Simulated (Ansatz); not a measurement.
# F₂GeH₂Se: up Jacob's ladder to CCSD(T)

Aim: compute F₂GeH₂Se with functionals from several rungs and with coupled cluster. The yardstick is the atomisation energy at the CCSD(T) limit.

Computed with Ansatz 0.2.0, Gaussian basis. Level: functionals in def2-TZVPP, the program's frozen cores in correlated methods.

Plan: LDA (SPW92), PBE-D4, revPBE-D4, BLYP-D4, r2SCAN-D4, B97M-V, PBE0-D4, B3LYP-D4, r2SCANh-D4, r2SCAN0-D4, HSE06-D4, BHLYP-D4, CAM-B3LYP-D4, LC-ωPBE, ωB97X-V, ωB97M-V, B2PLYP, PBE-QIDH; CCSD(T)/def2-SVP; CCSD(T)/def2-TZVPP; MP2/def2-QZVPP; extrapolation to the limit; RPA on PBE.

### Step 1. Structure used throughout

An earlier PBE0-D4 in a triple-zeta def2 set relaxation fixed the geometry.

SMILES `[F][GeH]([F])[SeH]`, 6 atoms, charge 0, spin multiplicity 1.

Atoms are counted from 1 here; the program's logs count them from 0.

Bond lengths: F1–Ge2 1.722 Å, Ge2–F3 1.725 Å, Ge2–Se4 2.319 Å, Ge2–H5 1.529 Å, Se4–H6 1.470 Å. Angles: F1–Ge2–F3 104.6°, F1–Ge2–Se4 105.3°, F1–Ge2–H5 109.6°, F3–Ge2–Se4 111.1°, F3–Ge2–H5 107.0°, Se4–Ge2–H5 118.4°, Ge2–Se4–H6 90.6°.

### Step 2. LDA

This LDA is Slater exchange with PW92 correlation.

Contents of in.yaml:

```yaml
crystal:
  periodic: [false, false, false]
  atoms:
    - {symbol: F, position_ang: [1.953266, -0.442243, 0.560317]}
    - {symbol: Ge, position_ang: [0.343141, -0.395718, -0.048963]}
    - {symbol: F, position_ang: [0.527061, -0.410604, -1.763731]}
    - {symbol: Se, position_ang: [-0.529470, 1.626000, 0.677893]}
    - {symbol: H, position_ang: [-0.387961, -1.682538, 0.333566]}
    - {symbol: H, position_ang: [-1.863835, 1.241102, 0.194718]}
basis:
  gaussian: {orbitals: def2-TZVPP}
hamiltonian: {xc: lda}
output: {orbitals: {seedname: orbitals}}
```

Run with:

```
> ansatz run in.yaml --threads 4 --pin off --events-out ev --progress --plain --max-ram 10444MiB
```

After this run come: PBE-D4 (GGA); revPBE-D4 (GGA); BLYP-D4 (GGA); r2SCAN-D4 (meta-GGA); B97M-V (meta-GGA); PBE0-D4 (hybrid); B3LYP-D4 (hybrid); r2SCANh-D4 (hybrid); r2SCAN0-D4 (hybrid); HSE06-D4 (hybrid); BHLYP-D4 (hybrid); CAM-B3LYP-D4 (range-separated); LC-ωPBE (range-separated); ωB97X-V (range-separated); ωB97M-V (range-separated); B2PLYP (double hybrid); PBE-QIDH (double hybrid); CCSD(T) in def2-SVP; CCSD(T) in def2-TZVPP; MP2 in def2-QZVPP; RPA on PBE orbitals.

Q: Predict the results of all the runs planned. Wanted: atomisation energy, CCSD(T)/CBS; farthest beyond LDA; mean size of error, GGA; mean size of error, meta-GGA; mean size of error, hybrid; mean size of error, range-separated; mean size of error, double hybrid; gap, smallest and largest; T1 diagnostic.

**Answer**, as computed:

| quantity | value |
| --- | --- |
| atomisation energy, CCSD(T)/CBS | 447.6 kcal/mol |
| functionals within 4.5 kcal/mol (1.0 %) | PBE-D4, r2SCAN-D4, B97M-V, ωB97X-V |
| farthest beyond LDA | BHLYP-D4 (-28.4 kcal/mol) |
| mean size of error, GGA | 7.5 kcal/mol |
| mean size of error, meta-GGA | 1.3 kcal/mol |
| mean size of error, hybrid | 14.1 kcal/mol |
| mean size of error, range-separated | 6.4 kcal/mol |
| mean size of error, double hybrid | 10.7 kcal/mol |
| gap, smallest and largest | 4.66 eV (BLYP-D4), 11.83 eV (LC-ωPBE) |
| T1 diagnostic | 0.0113 |
| triples share of the correlation energy | 3.2 % |

What this shows: LDA overbinds by 73.7 kcal/mol (16 %). PBE-D4 misses by +2.5 kcal/mol. Double hybrids carry the basis error of their MP2 part in triple zeta, and no dispersion term here, so their miss is partly the set-up's. Taken by rung, meta-GGA functionals do best (1.3 kcal/mol on average) and hybrid ones worst beyond LDA (14.1 kcal/mol). The mean of the hybrids holds BHLYP, with half exact exchange. Misses under about 4.5 kcal/mol are within the doubt on the reference itself, which lacks core-valence correlation, relativity and higher excitations, and its outer-core shells are covered unevenly. All levels share the lack of spin-orbit coupling, which lowers the free heavy atoms and so the true binding. Hartree-Fock recovers 68 % of the binding; the rest is correlation. CCSD(T) in def2-SVP is off by -39.6 kcal/mol, worse than the median functional, from the basis alone. Orbital gaps span 4.7 to 11.8 eV; exact exchange widens them. Correlated methods include outer-core shells of Ge, Se, which these sets cover unevenly.
